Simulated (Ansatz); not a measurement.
# C₅H₅Cu: how energies converge with the basis set

How large a basis does C₅H₅Cu need? Two functionals are run in growing sets.

Computed with Ansatz 0.2.0, Gaussian basis. Level: one geometry, several basis sets.

Levels to be run: PBE0-D4/def2-SVP; ωB97M-V/def2-SVP; PBE0-D4/def2-QZVPP; ωB97M-V/def2-QZVPP; the functionals' def2-TZVPP values are taken from earlier runs.

## 1. The geometry

The geometry comes from an earlier relaxation with PBE0-D4 in a triple-zeta def2 set; it is a stationary point, not always the lowest conformer.

SMILES `[C@H]12[C@@H]3[C@@H]4[C@@H]5[C@H]1[Cu]2345`, 11 atoms, charge 0, spin multiplicity 1.

Atoms are counted from 1 here; the program's logs count them from 0.

Bond lengths: C1–C2 1.423 Å, C1–C5 1.423 Å, C1–Cu6 2.186 Å, C1–H7 1.080 Å, C2–C3 1.423 Å, C2–Cu6 2.186 Å, C2–H8 1.080 Å, C3–C4 1.423 Å, C3–Cu6 2.186 Å, C3–H9 1.080 Å, C4–C5 1.423 Å, C4–Cu6 2.186 Å, C4–H10 1.080 Å, C5–Cu6 2.186 Å, C5–H11 1.080 Å. Angles: C2–C1–C5 108.0°, C2–C1–Cu6 71.0°, C2–C1–H7 126.0°, C5–C1–Cu6 71.0°, C5–C1–H7 126.0°, Cu6–C1–H7 125.8°, C1–C2–C3 108.0°, C1–C2–Cu6 71.0°, C1–C2–H8 126.0°, C3–C2–Cu6 71.0°, C3–C2–H8 126.0°, Cu6–C2–H8 125.8°, C2–C3–C4 108.0°, C2–C3–Cu6 71.0°, C2–C3–H9 126.0°, C4–C3–Cu6 71.0°, C4–C3–H9 126.0°, Cu6–C3–H9 125.8° and more.

## 2. PBE0-D4 in def2-SVP

Input file in.yaml:

```yaml
crystal:
  periodic: [false, false, false]
  atoms:
    - {symbol: C, position_ang: [-0.729981, -0.873929, -0.435421]}
    - {symbol: C, position_ang: [-0.359377, -0.704634, 0.927679]}
    - {symbol: C, position_ang: [0.332159, 0.533156, 1.044814]}
    - {symbol: C, position_ang: [0.388937, 1.128894, -0.245912]}
    - {symbol: C, position_ang: [-0.267663, 0.259341, -1.160719]}
    - {symbol: Cu, position_ang: [1.450029, -0.781777, -0.297401]}
    - {symbol: H, position_ang: [-1.303183, -1.695181, -0.839670]}
    - {symbol: H, position_ang: [-0.602058, -1.374933, 1.738990]}
    - {symbol: H, position_ang: [0.706174, 0.966674, 1.960567]}
    - {symbol: H, position_ang: [0.813485, 2.093695, -0.481165]}
    - {symbol: H, position_ang: [-0.428522, 0.448693, -2.211762]}
basis:
  gaussian: {orbitals: def2-SVP}
hamiltonian: {xc: pbe0, dispersion: d4}
output: {orbitals: {seedname: orbitals}}
```

On the command line:

```console
ansatz run in.yaml --threads 4 --pin off --events-out ev --progress --plain --max-ram 10444MiB
```

After this run come: ωB97M-V in def2-SVP; PBE0-D4 in def2-QZVPP; ωB97M-V in def2-QZVPP.

Q: Predict the results of all the runs planned. Wanted: PBE0-D4: double and triple zeta above quadruple; ωB97M-V: double and triple zeta above quadruple.

**Answer**, as computed:

| quantity | value |
| --- | --- |
| PBE0-D4: double and triple zeta above quadruple | 13.65, 1.41 eV |
| ωB97M-V: double and triple zeta above quadruple | 13.86, 1.37 eV |

**Reading.** For PBE0-D4 the step from double to triple zeta gains 12.24 eV and the next only 1.41 eV. Total energies overstate the basis error of differences, where much of it tends to cancel.
